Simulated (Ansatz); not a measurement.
# LaI: the cost of one run

All numbers below are computed with Ansatz 0.2.0 (DFT PBEsol, scalar-relativistic, plane waves, PAW).

1 further run of the same task is left out (set aside as unsound or not needed).

## (1) The structure to begin with

The cell holds 33 atoms (I16La16Li): a = 10.365 Å, b = 10.365 Å, c = 11.617 Å, α = 112.48°, β = 112.48°, γ = 98.21°.

The coordinates of this cell stand in the input of its own run.

The host was relaxed before at PBEsol: a = 3.918 Å, b = 3.918 Å, c = 9.429 Å, α = 90.00°, β = 90.00°, γ = 120.00° (conventional cell), 31.332 Å³/atom.

Places, in fractions of the supercell: Li as an interstitial at (0.508, 0.273, 0.625). Its neighbours start displaced at random, with a spread of 0.05 Å in each coordinate.

## (2) The perfect crystal in the supercell of 32 atoms

The input, input.yaml:

```yaml
crystal:
  lattice:
    - [-1.9588347925, 10.1784041123, 0.0]
    - [-9.7941739225, -3.3928013784, 0.0]
    - [5.8765043575, -3.392801367, 9.4289550059]
  atoms:
    - { symbol: La, position: [0.625, 0.875, 0.0] }
    - { symbol: La, position: [0.0, 0.0, 0.0] }
    - { symbol: La, position: [0.5, 0.5, 0.0] }
    - { symbol: La, position: [0.875, 0.625, 0.0] }
    - { symbol: La, position: [0.25, 0.75, 0.0] }
    - { symbol: La, position: [0.375, 0.125, 0.0] }
    - { symbol: La, position: [0.75, 0.25, 0.0] }
    - { symbol: La, position: [0.125, 0.375, 0.0] }
    - { symbol: La, position: [0.5, 0.0, 0.5] }
    - { symbol: La, position: [0.875, 0.125, 0.5] }
    - { symbol: La, position: [0.375, 0.625, 0.5] }
    - { symbol: La, position: [0.75, 0.75, 0.5] }
    - { symbol: La, position: [0.125, 0.875, 0.5] }
    - { symbol: La, position: [0.25, 0.25, 0.5] }
    - { symbol: La, position: [0.625, 0.375, 0.5] }
    - { symbol: La, position: [0.0, 0.5, 0.5] }
    - { symbol: I, position: [0.5833333333, 0.8333333333, 0.25] }
    - { symbol: I, position: [0.9583333333, 0.9583333333, 0.25] }
    - { symbol: I, position: [0.4583333333, 0.4583333333, 0.25] }
    - { symbol: I, position: [0.8333333333, 0.5833333333, 0.25] }
    - { symbol: I, position: [0.2083333333, 0.7083333333, 0.25] }
    - { symbol: I, position: [0.3333333333, 0.0833333333, 0.25] }
    - { symbol: I, position: [0.7083333333, 0.2083333333, 0.25] }
    - { symbol: I, position: [0.0833333333, 0.3333333333, 0.25] }
    - { symbol: I, position: [0.6666666667, 0.9166666667, 0.75] }
    - { symbol: I, position: [0.0416666667, 0.0416666667, 0.75] }
    - { symbol: I, position: [0.5416666667, 0.5416666667, 0.75] }
    - { symbol: I, position: [0.9166666667, 0.6666666667, 0.75] }
    - { symbol: I, position: [0.2916666667, 0.7916666667, 0.75] }
    - { symbol: I, position: [0.4166666667, 0.1666666667, 0.75] }
    - { symbol: I, position: [0.7916666667, 0.2916666667, 0.75] }
    - { symbol: I, position: [0.1666666667, 0.4166666667, 0.75] }
basis:
  ecutwfc: 420
  xc_grid: 2
kpoints:
  mp_grid: { grid: [3, 3, 3], shift: [0.0, 0.0, 0.0] }
hamiltonian:
  xc: pbesol
scf:
  occupations: { method: gaussian, width: 0.05 }
output:
  forces: true
  stress: true
  eigenvalues: true
```

On the command line:

```sh
$ ansatz run input.yaml --threads 8 --pin off --max-ram 14336MiB --backend cpu --events-out ev --progress --plain --runs-dir out
```

What time and memory should one allow on 8 threads of Arm Neoverse V1, shared host?

About 31 s, with a peak of 9.5 GiB.
